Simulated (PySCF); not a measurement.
# SiAs: the SCF solver's settings

Aim: find out which solver settings change the answer for SiAs.

Program: PySCF 2.14.0. Level of theory: method and basis as typed in the scripts. These are calculated values, not measurements.

1 further run of the same task is left out (it didn't finish).

### Step 1. Starting geometry

SiAs: 2 atoms, charge 0, spin multiplicity 2.

No contacts short enough for the rule that draws bonds.

### Step 2. The base run

Input file input.py:

```python
from pyscf import gto, scf, mcscf

mol = gto.M(
    atom='Si 0 0 0; As 0 0 2.633',
    basis='minao',
    charge=0,
    spin=1,
    verbose=4,
)
mf = scf.ROHF(mol)
mf = mf.density_fit(auxbasis='def2-universal-jkfit')
mf.kernel()
mc = mcscf.CASSCF(mf, 4, 5)
mc.kernel()
mc.analyze()
mf.dip_moment()
print('orbital energies (hartree):', mf.mo_energy[..., max(0, mol.nelec[1]-3):mol.nelec[0]+3].round(4))
```

The run is started by

```sh
> python input.py
```

The log of this run is left out.

Base result: E(SCF) = -2523.042181 Eh, 15 cycles, E(CAS) − E(SCF) = -0.04991 Eh, μ = 1.62 D (of the SCF density).

The bond length is a typed value, not an optimised one.

### Step 3. Smearing width 0.001 hartree

Variant 1 changes smearing width: none → 0.001 hartree; step after the SCF: casscf → none.

Input file input.py:

```python
from pyscf import gto, scf

mol = gto.M(
    atom='Si 0 0 0; As 0 0 2.633',
    basis='minao',
    charge=0,
    spin=1,
    verbose=4,
)
mf = scf.ROHF(mol)
mf = mf.density_fit(auxbasis='def2-universal-jkfit')
mf = scf.addons.smearing_(mf, sigma=0.001, method='fermi')
mf.kernel()
mf.dip_moment()
print('orbital energies (hartree):', mf.mo_energy[..., max(0, mol.nelec[1]-3):mol.nelec[0]+3].round(4))
```

The run is started by

```sh
> python input.py
```

### Step 4. Second-order solver on

Variant 2 changes second-order solver: off → on.

input.py: that of step 2 with these lines changed.

```diff
@@ -11,2 +11,3 @@
 mf = mf.density_fit(auxbasis='def2-universal-jkfit')
+mf = mf.newton()
 mf.kernel()
```

### Step 5. Initial guess 1e

Variant 3 changes initial guess: minao → 1e.

input.py: that of step 2 with these lines changed.

```diff
@@ -11,2 +11,3 @@
 mf = mf.density_fit(auxbasis='def2-universal-jkfit')
+mf.init_guess = '1e'
 mf.kernel()
```

### Step 6. DIIS space 2

Variant 4 changes DIIS space: default → 2.

input.py: that of step 2 with these lines changed.

```diff
@@ -11,2 +11,3 @@
 mf = mf.density_fit(auxbasis='def2-universal-jkfit')
+mf.diis_space = 2
 mf.kernel()
```

**Question.** What will these runs give? Wanted: for each run, E(SCF); from base; SCF dipole; after the SCF.

As calculated:

```
                                       run  E(SCF) (hartree)  from base (eV)   cycles  SCF dipole (D)                 after the SCF
                                      base      -2523.042181               0       15            1.62  CASSCF correlation -1.358 eV
smearing width 0.001 hartree (poor choice)      -2522.933673  not comparable       10            1.26                           n/a
                    second-order solver on      -2523.042181          0.0000  3 macro            1.62  CASSCF correlation -1.358 eV
                          initial guess 1e      -2523.042181          0.0000       16            1.62  CASSCF correlation -1.358 eV
                              DIIS space 2      -2523.042181          0.0000       44            1.62  CASSCF correlation -1.358 eV
```

Distance from each run's final energy (log10 hartree) by cycle:

```
                                       run  cycle 1  cycle 2  cycle 3  cycle 5  cycle 8  cycle 12
                                      base     -1.2     -0.8     -2.2     -2.5     -2.7      -7.9
smearing width 0.001 hartree (poor choice)     -1.2     -0.7     -3.8     -4.7     -4.4      done
                    second-order solver on     -3.3    < -11    < -11     done     done      done
                          initial guess 1e      0.5      0.2     -0.9     -2.0     -2.4      -5.1
                              DIIS space 2     -1.2     -0.8     -2.2     -2.3     -2.2      -2.7
```

What this shows: No change of the SCF energy comes from second-order solver on or initial guess 1e or DIIS space 2. The base needs 15 cycles and the run with DIIS space 2 needs 44. Rows marked «poor choice» come from settings spoiled on purpose.
